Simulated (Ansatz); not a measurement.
Below is the output of a Python script on Ansatz 0.2.0, Python API that makes a check of PAW against all-electron LAPW of SnSe2, space group P-3m1. Write a script that gives it. Settings (first run): PBE, PAW, the default cutoff (420 eV here), 6×6×4 k-points, Fermi-Dirac smearing of 0.1 eV.

```
CELL_PARAMETERS angstrom
3.81100 0.00000 0.00000
-1.90550 3.30042 0.00000
0.00000 0.00000 6.13600
ATOMIC_POSITIONS crystal
Sn 0.00000 0.00000 0.00000
Se 0.33333 0.66667 0.24900
Se 0.66667 0.33333 0.75100
```

Output of `python paw_lapw_snse2.py`:
```text
DeckWarning: basis.ecutwfc = 420 eV, auto-derived from the records' recommended cutoffs: set by Sn (normal level)
PAW levels at the first k-point near E_F: [-1.134 -1.134 -0.828 -0.828 -0.444  0.66   2.516  4.209  4.209]
LAPW levels at the first k-point near E_F: [-1.133 -1.133 -0.827 -0.827 -0.446  0.663  2.517  4.21   4.21 ]
treatment  electrons in bands  P GPa  max force component eV/A  gap by band count eV
      PAW                46.0 5.5792                    0.7820                0.8241
     LAPW                70.0 5.5682                    0.7799                0.8266
```
(Warnings from the package without file and line.)

The script that was run (others could print the same):

`paw_lapw_snse2.py`:
```python
"""PAW against all-electron LAPW for SnSe2."""

import logging
import sys

import ansatz as az
import numpy as np
import pandas as pd

logging.basicConfig(stream=sys.stdout, format="%(levelname)s %(message)s")
log = logging.getLogger("ansatz_job")
log.setLevel(logging.INFO)


def count_gap(report):
    # lowest empty less highest filled band, counting bands; zero where they overlap
    return max(report.get("gap_by_band_count_ev") or 0.0, 0.0)


def main() -> None:
    vectors = np.array([
        [3.811, 0.0, 0.0],
        [-1.9055, 3.300423, 0.0],
        [0.0, 0.0, 6.136],
    ])
    snse2 = (
        az.Lattice.of(vectors)
        .atom("Sn", [0.0, 0.0, 0.0])
        .atom("Se", [1 / 3, 2 / 3, 0.249])
        .atom("Se", [2 / 3, 1 / 3, 0.751])
    )

    setup = (
        snse2.calculation()
        .occupations(az.OccupationsMethod.FERMI_DIRAC)
        .functional(az.Functional.PBE)
        .kpoints(6, 6, 4, center="gamma")
        .scf(extra_bands=12)
        .stress()
        .forces()
        .band_table()
    )
    variants = {
        "PAW": setup.pseudopotentials("paw"),
        "LAPW": setup.pseudopotentials("all_electron", lapw=True),
    }
    # totals differ by the cores that each treatment holds, so compare what does not depend on them
    rows = []
    for label, variant in variants.items():
        rep = variant.run(threads=1).report
        levels = np.array(rep["eigenvalues_ev"][0]) - rep["fermi_energy_ev"]
        print(label, "levels at the first k-point near E_F:", np.round(levels[np.abs(levels) < 5], 3))
        rows.append((label, rep["n_electrons"], np.trace(rep["stress_gpa"]) / 3, float(np.abs(rep["forces_ev_ang"]).max()), count_gap(rep)))
    print(pd.DataFrame(rows, columns=["treatment", "electrons in bands", "P GPa", "max force component eV/A", "gap by band count eV"]).round(4).to_string(index=False))


if __name__ == "__main__":
    main()
```

PAW gives 5.579 GPa and LAPW 5.568 GPa, 0.011 GPa apart. They took 3.0 and 25.3 s of processor time.

Notes:
- The settings weren't tested for convergence.
- Spin-orbit coupling, left out here, can change this gap by several tenths of an eV, and inverted bands can meet off the mesh.
- In a crystal with a gap the Fermi level's place inside it depends on smearing and mesh.
- At these settings the cell as given stands under about 6 GPa, so it isn't at this functional's equilibrium volume.
- The structure is a deposited one; some such entries were measured under pressure or heat, so a shift against it needn't be the functional's error alone.
- Levels are Kohn-Sham eigenvalues on this mesh, without spin-orbit coupling.
- Pressure is positive in compression; the treatments may keep other shells as core, so totals and counts of electrons can differ.
- Wall time of the script: 29 s on 1 thread of Arm Neoverse V2, on a shared host, peak memory 0.64 GiB.

(Lines on the test bed's own set-up are left out of the output.)
